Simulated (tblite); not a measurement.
# C8H9FO: the cost of one run

Programs: tblite 0.8.0 and PySCF 2.14.0, with density-fitted response routines of our own. Each step states its level of theory. These are calculated values for one molecule in the gas phase, unless marked as measured. Atoms are numbered from 0 throughout.

### Step 1. Starting geometry

19 atoms, charge 0, multiplicity 1; geometry from: force field or distance geometry start.

Bonds of the start (Å): C0–C1 1.20, C1–C2 1.44, C2–C3 1.53, C3–C4 1.52, C4–F5 1.35, C4–C6 1.51, C6–C7 1.33, C7–O8 1.39, O8–C9 1.42, C6–C2 1.48, C0–H10 1.08, C2–H11 1.12, C3–H12 1.14, C3–H13 1.09, C4–H14 1.12, C7–H15 1.10, C9–H16 1.11, C9–H17 1.12, C9–H18 1.11.

### Step 2. Geometry optimisation with GFN2-xTB

Job settings and geometry (Å):

```
{"job": {"kind": "relax", "xc": "GFN2-xTB", "basis": "xTB"}, "charge": 0, "multiplicity": 1}
C     -1.179100     2.715000     0.532300
C     -1.313600     1.581900     0.171900
C     -1.429000     0.209400    -0.240800
C     -2.061800    -0.726600     0.785700
C     -1.245700    -1.788400     0.065600
F     -0.823500    -2.857200     0.783100
C     -0.245500    -0.663700    -0.101400
C      1.081200    -0.551500    -0.093900
O      1.690800     0.679400    -0.275500
C      3.102600     0.624800    -0.383000
H     -1.096600     3.739100     0.856400
H     -1.980300     0.125900    -1.207200
H     -1.650200    -0.503600     1.821200
H     -3.144900    -0.806400     0.712600
H     -1.766200    -1.988700    -0.903200
H      1.673100    -1.463700     0.057800
H      3.527600     1.639100    -0.523400
H      3.541100     0.097400     0.507400
H      3.310100    -0.053000    -1.233100
```

Launch:

```bash
OMP_NUM_THREADS=1 python probes_run.py task.json out
```

This one command runs all jobs of the session in turn.

Q: Estimate the wall time and peak memory of this first job on 1 thread of Arm Neoverse N1, shared host.

About 1.3 s, with a peak of 0.18 GiB.
